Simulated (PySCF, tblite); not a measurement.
# C₈H₁₄B₂: geometry, infrared bands and NMR shifts

What infrared bands and NMR shifts should C₈H₁₄B₂ (`BC1=CC[C@@H]2CC[C@H]1[C@@H]2B`) show?

Programs: tblite 0.8.0 and PySCF 2.14.0, with density-fitted response routines of our own. Each step states its level of theory. These are calculated values for one molecule in the gas phase, unless marked as measured. Atoms are numbered from 0 throughout.

**1. The starting structure**

24 atoms, charge 0, multiplicity 1; geometry from: force field or distance geometry start.

Bonds of the start (Å): B0–C1 1.59, C1–C2 1.32, C2–C3 1.50, C3–C4 1.50, C4–C5 1.50, C5–C6 1.52, C6–C7 1.53, C7–C8 1.49, C8–B9 1.56, C7–C1 1.50, C8–C4 1.51, B0–H10 1.19, B0–H11 1.20, C2–H12 1.09, C3–H13 1.11, C3–H14 1.12, C4–H15 1.12, C5–H16 1.11, C5–H17 1.09, C6–H18 1.10, C6–H19 1.12, C7–H20 1.09, C8–H21 1.13, B9–H22 1.20, B9–H23 1.21.

**2. Geometry optimisation with GFN2-xTB**

What the job is given:

```
{"job": {"kind": "relax", "xc": "GFN2-xTB", "basis": "xTB"}, "charge": 0, "multiplicity": 1}
B      2.793900    -0.366600    -1.051200
C      1.319200     0.079500    -0.649300
C      1.003100     1.354000    -0.513700
C     -0.349400     1.728500     0.003700
C     -1.267700     0.567100     0.247300
C     -0.867700    -0.106400     1.532200
C      0.190300    -1.121900     1.132300
C      0.312500    -1.005200    -0.384100
C     -1.073400    -0.570500    -0.732300
B     -1.341000    -0.213800    -2.222700
H      3.714100     0.336100    -0.789600
H      3.058700    -1.535200    -1.075300
H      1.706700     2.140200    -0.796300
H     -0.830500     2.501000    -0.632000
H     -0.178200     2.218800     0.995600
H     -2.335800     0.895300     0.251100
H     -1.775300    -0.639700     1.892800
H     -0.514600     0.593500     2.293900
H     -0.100600    -2.156500     1.382700
H      1.162300    -0.809200     1.593400
H      0.617100    -1.962400    -0.811500
H     -1.764700    -1.378200    -0.353700
H     -2.202600     0.584100    -2.449300
H     -1.288100    -1.112700    -3.027400
```

Launch:

```bash
> OMP_NUM_THREADS=1 python probes_run.py task.json out
```

The driver reads the jobs from task.json and runs them one after another.

**Question.** This job is followed by: GFN2-xTB harmonic vibrations, gas phase; GIAO PBE0/pcSseg-1 NMR shielding, non-relativistic, gas phase. What will the session give for the following? strongest single infrared mode (GFN2-xTB); zero-point energy (GFN2-xTB); 13C shifts against TMS (PBE0/pcSseg-1); 1H shifts against TMS (PBE0/pcSseg-1, means over atoms taken as alike); 11B shifts against BF3·OEt2 (PBE0/pcSseg-1).

The runs gave:

```
                                                              quantity                                                                       value
                             strongest single infrared mode (GFN2-xTB)                                                       2628 cm⁻¹, 158 km/mol
                                          zero-point energy (GFN2-xTB)                                                              124.9 kcal/mol
                                13C shifts against TMS (PBE0/pcSseg-1)                        172.9, 170.3, 55.1, 50.2, 46.2, 41.9, 41.7, 37.8 ppm
1H shifts against TMS (PBE0/pcSseg-1, means over atoms taken as alike)  8.12, 6.97, 6.72, 3.57, 3.06, 2.70, 2.39, 2.21, 2.15, 1.81, 1.64, 1.46 ppm
                           11B shifts against BF3·OEt2 (PBE0/pcSseg-1)                                                              90.8, 72.3 ppm
```

**Reading.** The optimisation took 60 steps and gained 0.859 eV; among the close pairs (by a distance rule), B0–C1 changed most, from 1.592 to 1.536 Å. All 66 modes are real, so the xTB geometry is a minimum. The strongest single mode, at 2628 cm⁻¹, moves mainly H10 and H11. Unscaled tight-binding wavenumbers are off by several per cent, some by more. Its intensities can rank the bands wrongly.
